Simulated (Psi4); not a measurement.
# CHF3O3S (triflic acid) at 3 levels

We compute a comparison of 3 runs (B3LYP/6-31G*, HSE06/6-31G*) of CHF3O3S (triflic acid). 

The results are computed with Psi4 1.11.

1 further run of the same task is left out (set aside as unsound or not needed). Runs told in other sessions of the task aren't counted.

## (1) The structure to begin with

CHF3O3S: 9 atoms, total charge 0, spin state singlet. SMILES: `O=S(=O)(O)C(F)(F)F`. The S2–C5 distance was set to 2.403 Å, away from the relaxed value.

Bond lengths: O1–S2 1.422 Å, S2–O3 1.414 Å, S2–O4 1.577 Å, C5–F6 1.327 Å, C5–F7 1.320 Å, C5–F8 1.319 Å, O4–H9 0.968 Å. Angles: O1–S2–O3 123.8°, O1–S2–O4 109.3°, O3–S2–O4 107.4°, F6–C5–F7 109.4°, F6–C5–F8 109.2°, F7–C5–F8 109.7°, S2–O4–H9 109.3°.

## (2) Energy and gradient at B3LYP/6-31G(d) (spherical functions) (run 1)

job.json

```json
{
 "schema_name": "qcschema_input",
 "schema_version": 1,
 "molecule": {
  "schema_name": "qcschema_molecule",
  "schema_version": 2,
  "symbols": ["O", "S", "O", "O", "C", "F", "F", "F", "H"],
  "geometry": [2.93191575, -1.99286738, 2.38412572, 0.73153755, -2.3652757, 0.88865316, 0.44048193, -4.36594765, -0.85809629, -1.67075789, -2.36340488, 2.65318493, 0.00591484, 1.5056015, -1.37048608, -0.14467743, 3.40479515, 0.26112236, 1.91690039, 1.8975118, -2.92437008, -2.11823181, 1.36784046, -2.66884131, -1.25583072, -1.55469658, 4.24144304],
  "molecular_charge": 0,
  "molecular_multiplicity": 1,
  "fix_symmetry": "c1",
  "fix_com": true,
  "fix_orientation": true
 },
 "driver": "gradient",
 "model": {
  "method": "b3lyp",
  "basis": "6-31G*"
 },
 "keywords": {
  "puream": true,
  "e_convergence": 1e-09,
  "d_convergence": 1e-08,
  "scf_type": "pk",
  "dft_radial_points": 99,
  "dft_spherical_points": 590,
  "scf_properties": ["MULLIKEN_CHARGES", "QUADRUPOLE", "LOWDIN_CHARGES"]
 }
}
```

On the command line:

```bash
psi4 --qcschema job.json -n 1 --memory 2200MB
```

stdout:

```text
[...]
  Running in c1 symmetry.
[...]
  Nuclear repulsion =  532.670547651847414
[...]
  Multiplicity = 1
[...]
  Nalpha       = 37
  Nbeta        = 37
[...]
    Number of basis functions: 118
[...]
   @RKS iter   1:  -961.49646131878774    5.26155e-01   9.26858e-03 ADIIS/DIIS
[...]
   @RKS iter  14:  -961.94142647022647    9.09495e-13   9.16470e-09 DIIS
[...]
  @RKS Final Energy:  -961.94142647022647
   => Energetics <=
    Nuclear Repulsion Energy =            532.6705476518474143
    One-Electron Energy =               -2388.4069824598582272
    Two-Electron Energy =                 965.4785954111422370
    DFT Exchange-Correlation Energy =     -71.6835870733578275
    Empirical Dispersion Energy =           0.0000000000000000
    VV10 Nonlocal Energy =                  0.0000000000000000
    Total Energy =                       -961.9414264702264745
[...]
 Multipole Moments:
 ------------------------------------------------------------------------------------
     Multipole            Electronic (a.u.)      Nuclear  (a.u.)        Total (a.u.)
 ------------------------------------------------------------------------------------
 L = 1.  Multiply by 2.5417464519 to convert [e a0] to [Debye]
 Dipole X            :        -21.4817583           20.9832978           -0.4984605
 Dipole Y            :         40.8246687          -40.1119314            0.7127373
 Dipole Z            :          5.0407330           -4.3181093            0.7226237
 Magnitude           :                                                    1.1307707
 L = 2.  Multiply by 1.3450342976 to convert [e a0^2] to [Debye ang]
 Quadrupole XX       :       -215.3449056          176.4334675          -38.9114382
 Quadrupole XY       :         54.4989367          -53.9915751            0.5073616
[...]
  -Total Gradient:
     Atom            X                  Y                   Z
    ------   -----------------  -----------------  -----------------
       1       -0.042264012221    -0.005778390108    -0.031675099725
       2        0.014673385074    -0.083733021465     0.048396057059
       3        0.007102417367     0.042086869211     0.033581554484
       4        0.030227603069     0.004866156298    -0.015813742567
       5       -0.006007105851     0.029408534727    -0.019404645907
       6       -0.001159996331     0.003618452458    -0.007192005270
       7       -0.005617611557     0.005567064343    -0.000098964427
       8        0.004192536981     0.007745200214    -0.000493086747
       9       -0.001145549767    -0.003836515091    -0.007284164056
[...]
```

The result, in JSON:

```text
{
 "driver": "gradient",
 "model": {
  "method": "b3lyp",
  "basis": "6-31G*"
 },
 "success": true,
 "return_result": [-0.0422640122206579, -0.005778390107802636, -0.03167509972547031, 0.014673385074421202, -0.08373302146486758, 0.04839605705949244, 0.007102417366850855, 0.042086869210632094, 0.03358155448355227, 0.030227603068656128, 0.004866156298108312, -0.01581374256667835, -0.006007105851050645, 0.029408534726804297, -0.019404645906552748, -0.0011599963310191114, 0.003618452457758714, -0.007192005270024809, -0.0056176115566276, 0.005567064342942997, -9.896442681900375e-05, 0.004192536980869188, 0.00774520021350154, -0.0004930867473332823, -0.001145549767367908, -0.0038365150912101215, -0.0072841640561825405],
 "properties": {
  "calcinfo_nbasis": 118,
  "calcinfo_nmo": 118,
  "calcinfo_nalpha": 37,
  "calcinfo_nbeta": 37,
  "calcinfo_natom": 9,
  "nuclear_repulsion_energy": 532.6705476518474,
  "return_energy": -961.9414264702265,
  "return_gradient": [-0.0422640122206579, -0.005778390107802636, -0.03167509972547031, 0.014673385074421202, -0.08373302146486758, 0.04839605705949244, 0.007102417366850855, 0.042086869210632094, 0.03358155448355227, 0.030227603068656128, 0.004866156298108312, -0.01581374256667835, -0.006007105851050645, 0.029408534726804297, -0.019404645906552748, -0.0011599963310191114, 0.003618452457758714, -0.007192005270024809, -0.0056176115566276, 0.005567064342942997, -9.896442681900375e-05, 0.004192536980869188, 0.00774520021350154, -0.0004930867473332823, -0.001145549767367908, -0.0038365150912101215, -0.0072841640561825405],
  "scf_one_electron_energy": -2388.406982459858,
  "scf_two_electron_energy": 965.4785954111422,
  "scf_xc_energy": -71.68358707335783,
  "scf_dipole_moment": [-0.4984605014892871, 0.7127372893304056, 0.7226237341317621],
  "scf_total_energy": -961.9414264702265,
  "scf_total_gradient": [-0.0422640122206579, -0.005778390107802636, -0.03167509972547031, 0.014673385074421202, -0.08373302146486758, 0.04839605705949244, 0.007102417366850855, 0.042086869210632094, 0.03358155448355227, 0.030227603068656128, 0.004866156298108312, -0.01581374256667835, -0.006007105851050645, 0.029408534726804297, -0.019404645906552748, -0.0011599963310191114, 0.003618452457758714, -0.007192005270024809, -0.0056176115566276, 0.005567064342942997, -9.896442681900375e-05, 0.004192536980869188, 0.00774520021350154, -0.0004930867473332823, -0.001145549767367908, -0.0038365150912101215, -0.0072841640561825405],
  "scf_iterations": 14
 }
}
```

It took 28 s on 1 thread of AMD EPYC 9R45 (Zen 5), shared host; peak memory 0.71 GiB.

## (3) Energy and gradient at HSE06/6-31G(d) (spherical functions) (run 2)

job.json

```json
{
  "schema_name": "qcschema_input",
  "schema_version": 1,
  "molecule": {
    "schema_name": "qcschema_molecule",
    "schema_version": 2,
    "symbols": ["O", "S", "O", "O", "C", "F", "F", "F", "H"],
    "geometry": [2.93191575, -1.99286738, 2.38412572, 0.73153755, -2.3652757, 0.88865316, 0.44048193, -4.36594765, -0.85809629, -1.67075789, -2.36340488, 2.65318493, 0.00591484, 1.5056015, -1.37048608, -0.14467743, 3.40479515, 0.26112236, 1.91690039, 1.8975118, -2.92437008, -2.11823181, 1.36784046, -2.66884131, -1.25583072, -1.55469658, 4.24144304],
    "molecular_charge": 0,
    "molecular_multiplicity": 1,
    "fix_symmetry": "c1"
  },
  "driver": "gradient",
  "model": {
    "method": "hse06",
    "basis": "6-31G*"
  },
  "keywords": {
    "reference": "rks",
    "puream": true,
    "e_convergence": 1e-09,
    "d_convergence": 1e-08,
    "scf_type": "pk",
    "dft_radial_points": 99,
    "dft_spherical_points": 590,
    "scf_properties": ["MAYER_INDICES", "LOWDIN_CHARGES", "MULLIKEN_CHARGES"]
  }
}
```

On the command line:

```bash
psi4 --qcschema job.json -n 1 --memory 2200MB
```

stdout:

```text
[...]
  Running in c1 symmetry.
[...]
  Nuclear repulsion =  532.670547651847414
[...]
  Multiplicity = 1
[...]
  Nalpha       = 37
  Nbeta        = 37
[...]
    Number of basis functions: 118
[...]
   @RKS iter   1:  -960.92947167211128    4.82540e-01   8.60510e-03 ADIIS/DIIS
[...]
   @RKS iter  14:  -961.31691709171889    1.81899e-12   8.27399e-09 DIIS
[...]
  @RKS Final Energy:  -961.31691709171889
   => Energetics <=
    Nuclear Repulsion Energy =            532.6705476518474143
    One-Electron Energy =               -2388.2015322462430049
    Two-Electron Energy =                 962.1114359106163647
    DFT Exchange-Correlation Energy =     -67.8973684079395952
    Empirical Dispersion Energy =           0.0000000000000000
    VV10 Nonlocal Energy =                  0.0000000000000000
    Total Energy =                       -961.3169170917188922
[...]
 Multipole Moments:
 ------------------------------------------------------------------------------------
     Multipole            Electronic (a.u.)      Nuclear  (a.u.)        Total (a.u.)
 ------------------------------------------------------------------------------------
 L = 1.  Multiply by 2.5417464519 to convert [e a0] to [Debye]
 Dipole X            :         -0.3432107           -0.1558027           -0.4990134
 Dipole Y            :          5.3397800           -4.6261322            0.7136478
 Dipole Z            :         -3.9373495            4.6699284            0.7325789
 Magnitude           :                                                    1.1379716
[...]
  -Total Gradient:
     Atom            X                  Y                   Z
    ------   -----------------  -----------------  -----------------
       1       -0.034153801095    -0.004704401964    -0.026276299962
       2        0.015315631296    -0.081423720845     0.046036252740
       3        0.006226602420     0.034489223989     0.027216496720
       4        0.023176157388     0.003868638307    -0.012595375111
       5       -0.005695659630     0.027437587345    -0.018360185264
       6       -0.001588705711     0.009343958945    -0.002052538411
       7        0.000358247568     0.006605780881    -0.004843518778
       8       -0.002419216422     0.007167728737    -0.004479362819
       9       -0.001229402030    -0.002805497309    -0.004619742876
[...]
```

Run time: 55 s. Hardware: 1 thread of AMD EPYC 9R45 (Zen 5), shared host; peak memory 0.89 GiB.

## (4) Energy and forces at B3LYP/6-31G(d) (Cartesian functions) (run 3)

run.py

```python
import psi4

psi4.set_memory('2200 MB')
psi4.set_num_threads(1)
psi4.core.set_output_file('psi4.out', False)

m = psi4.geometry("""
O      1.551503    -1.054580     1.261625
S      0.387113    -1.251650     0.470255
O      0.233093    -2.310360    -0.454085
O     -0.884127    -1.250660     1.404005
C      0.003130     0.796730    -0.725230
F     -0.076560     1.801740     0.138180
F      1.014380     1.004120    -1.547510
F     -1.120920     0.723830    -1.412290
H     -0.664557    -0.822710     2.244475
symmetry c1
no_reorient
no_com
""")

options = {'basis': '6-31G*', 'reference': 'rks', 'puream': False, 'e_convergence': 1e-09, 'd_convergence': 1e-08, 'scf_type': 'pk', 'dft_radial_points': 99, 'dft_spherical_points': 590}
psi4.set_options(options)

result, w = psi4.gradient('b3lyp', return_wfn=True)
psi4.oeprop(w, 'MULLIKEN_CHARGES', 'DIPOLE', 'LOWDIN_CHARGES', title='B3LYP')
print('gradient / Eh bohr^-1')
print(result.np.round(6))
print(f'energy = {w.energy():.10f} Eh')
```

On the command line:

```bash
python run.py
```

psi4.out:

```text
[...]
  Running in c1 symmetry.
[...]
  Nuclear repulsion =  532.670547746391549
[...]
  Multiplicity = 1
[...]
  Nalpha       = 37
  Nbeta        = 37
[...]
    Number of basis functions: 126
[...]
   @RKS iter   1:  -961.50972213039506    5.09055e-01   8.73078e-03 DIIS/ADIIS
[...]
   @RKS iter  14:  -961.95214412362373   -2.95586e-12   8.97893e-09 DIIS
[...]
  @RKS Final Energy:  -961.95214412362373
   => Energetics <=
    Nuclear Repulsion Energy =            532.6705477463915486
    One-Electron Energy =               -2388.3071453953389209
    Two-Electron Energy =                 965.3221161038395621
    DFT Exchange-Correlation Energy =     -71.6376625785158723
    Empirical Dispersion Energy =           0.0000000000000000
    VV10 Nonlocal Energy =                  0.0000000000000000
    Total Energy =                       -961.9521441236237251
[...]
  -Total Gradient:
     Atom            X                  Y                   Z
    ------   -----------------  -----------------  -----------------
       1       -0.042081001973    -0.005846025501    -0.031487255851
       2        0.014870510617    -0.083385213938     0.048187145301
       3        0.007016741745     0.041811652227     0.033437083569
       4        0.030034520571     0.004841032123    -0.015941358276
       5       -0.006090037244     0.028834636541    -0.018994939000
       6       -0.001175634438     0.003811315430    -0.007321696357
       7       -0.005658411200     0.005700418867    -0.000149144778
       8        0.004200839147     0.007925975801    -0.000623587460
       9       -0.001115809729    -0.003749179566    -0.007090269527
[...]
 Multipole Moments:
 ------------------------------------------------------------------------------------
     Multipole            Electronic (a.u.)      Nuclear  (a.u.)        Total (a.u.)
 ------------------------------------------------------------------------------------
 L = 1.  Multiply by 2.5417464519 to convert [e a0] to [Debye]
 Dipole X            :        -21.4812232           20.9832978           -0.4979254
 Dipole Y            :         40.8259641          -40.1119315            0.7140327
 Dipole Z            :          5.0386335           -4.3181092            0.7205242
 Magnitude           :                                                    1.1300122
[...]
```

Standard output:

```text
gradient / Eh bohr^-1
[[-0.042081 -0.005846 -0.031487]
 [ 0.014871 -0.083385  0.048187]
 [ 0.007017  0.041812  0.033437]
 [ 0.030035  0.004841 -0.015941]
 [-0.00609   0.028835 -0.018995]
 [-0.001176  0.003811 -0.007322]
 [-0.005658  0.0057   -0.000149]
 [ 0.004201  0.007926 -0.000624]
 [-0.001116 -0.003749 -0.00709 ]]
energy = -961.9521441236 Eh
```

It took 29 s on 1 thread of AMD EPYC 9R45 (Zen 5), shared host; peak memory 0.86 GiB.

## (5) Overview of the runs

```
run                               level  Cartesian functions  energy (Eh)  dipole moment (D)  HOMO energy (eV)  LUMO energy (eV)  wall time
  1  B3LYP/6-31G* (spherical functions)                   no  -961.941426               2.87             -8.13             -2.60       28 s
  2  HSE06/6-31G* (spherical functions)                   no  -961.316917               2.89             -8.00             -2.75       55 s
  3  B3LYP/6-31G* (Cartesian functions)                  yes  -961.952144               2.87             -8.14             -2.61       29 s
```

## (6) Results

| quantity | value |
| --- | --- |
| run 3: total energy | -961.95214 Eh |
| run 3: dipole moment | 2.87 D |
| run 3: HOMO energy | -8.14 eV |
| run 3: LUMO energy | -2.61 eV |
| run 3: HOMO–LUMO gap | 5.53 eV |
| run 3: largest force on an atom | 5.011 eV/Å |

**Reading.** The dipole moment (its size) runs from 2.87 D (B3LYP/6-31G*) to 2.89 D (HSE06/6-31G*). The HOMO–LUMO gap runs from 5.25 eV (HSE06/6-31G*) to 5.53 eV (B3LYP/6-31G*). Totals of different functionals can't be ranked against each other. All runs together took 1.9 min, the longest 55 s.
